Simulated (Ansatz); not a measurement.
# SiMo3: the cost of one run

Program: Ansatz 0.2.0. Level of theory: DFT PBEsol, scalar-relativistic, plane waves, PAW. These are calculated values, not measurements.

4 further runs of the same task are left out: 1 that didn't finish, 3 set aside as unsound or not needed.

### 1 Starting point

The structure is cubic, space group Pm-3n (No. 223). Conventional cell: a = 4.862 Å, b = 4.862 Å, c = 4.862 Å, α = 90.00°, β = 90.00°, γ = 90.00°. Si (site symmetry m-3) has 12 Mo at 2.72 Å as nearest neighbours. Around Mo (site symmetry -4m2) lie 2 Mo at 2.43 Å and 4 Si at 2.72 Å.

Coordinates:

```
CELL_PARAMETERS angstrom
4.86159 0.00000 0.00000
0.00000 4.86159 0.00000
0.00000 0.00000 4.86159
ATOMIC_POSITIONS crystal
Si 0.00000 0.00000 0.00000
Si 0.50000 0.50000 0.50000
Mo 0.25000 0.00000 0.50000
Mo 0.50000 0.75000 0.00000
Mo 0.75000 0.00000 0.50000
Mo 0.50000 0.25000 0.00000
Mo 0.00000 0.50000 0.75000
Mo 0.00000 0.50000 0.25000
```

It is the result of an earlier relaxation at this level (volume 14.36 Å³/atom; gap on the mesh: none (metal)).

### 2 Zero of energy

The reference gives a free energy of -30630.7830 eV, pressure 0.03 GPa, largest force 0.000 eV/Å and gap on the mesh none (metal). It was computed beforehand with the settings of the runs below.

### 3 Setting up a frozen normal mode

Mode 17 of the phonon run on this cell, counted from the lowest, is frozen in: each atom moves by x times its row below, so x is the largest displacement.

```
atom      ux      uy      uz
 Si1   0.000   0.000   0.000
 Si2   0.000   0.000   0.000
 Mo3  -0.500   0.000   0.000
 Mo4   0.000  -1.000   0.000
 Mo5   0.500   0.000   0.000
 Mo6   0.000   1.000   0.000
 Mo7   0.000   0.000   0.500
 Mo8   0.000   0.000  -0.500
```

### 4 At x = -0.300 Å

input.yaml reads:

```yaml
crystal:
  lattice:
    - [4.8615851677, 0.0, 0.0]
    - [0.0, 4.8615851677, 0.0]
    - [0.0, 0.0, 4.8615851677]
  atoms:
    - { symbol: Si, position: [0.0, 0.0, 0.0] }
    - { symbol: Si, position: [0.5, 0.5, 0.5] }
    - { symbol: Mo, position: [0.280854134, 0.0, 0.5] }
    - { symbol: Mo, position: [0.5, 0.8117082679, 0.0] }
    - { symbol: Mo, position: [0.719145866, 0.0, 0.5] }
    - { symbol: Mo, position: [0.5, 0.1882917321, 0.0] }
    - { symbol: Mo, position: [0.0, 0.5, 0.719145866] }
    - { symbol: Mo, position: [0.0, 0.5, 0.280854134] }
basis:
  ecutwfc: 420
kpoints:
  mp_grid: { grid: [8, 8, 8] }
hamiltonian:
  xc: pbesol
scf:
  occupations: { method: gaussian, width: 0.15 }
output:
  forces: true
  stress: true
  eigenvalues: true
  write_density: true
  write_potential: true
  elf: true
  volumetric_format: npy
```

Started as:

```
$ ansatz run input.yaml --threads 2 --pin off --max-ram 5120MiB --backend cpu --events-out ev --progress --plain --runs-dir out
```

**Question.** How long does this run take on 2 threads of AMD EPYC (Zen 3), shared host, and how much memory does it need?

About 76 s, with a peak of 0.8 GiB.
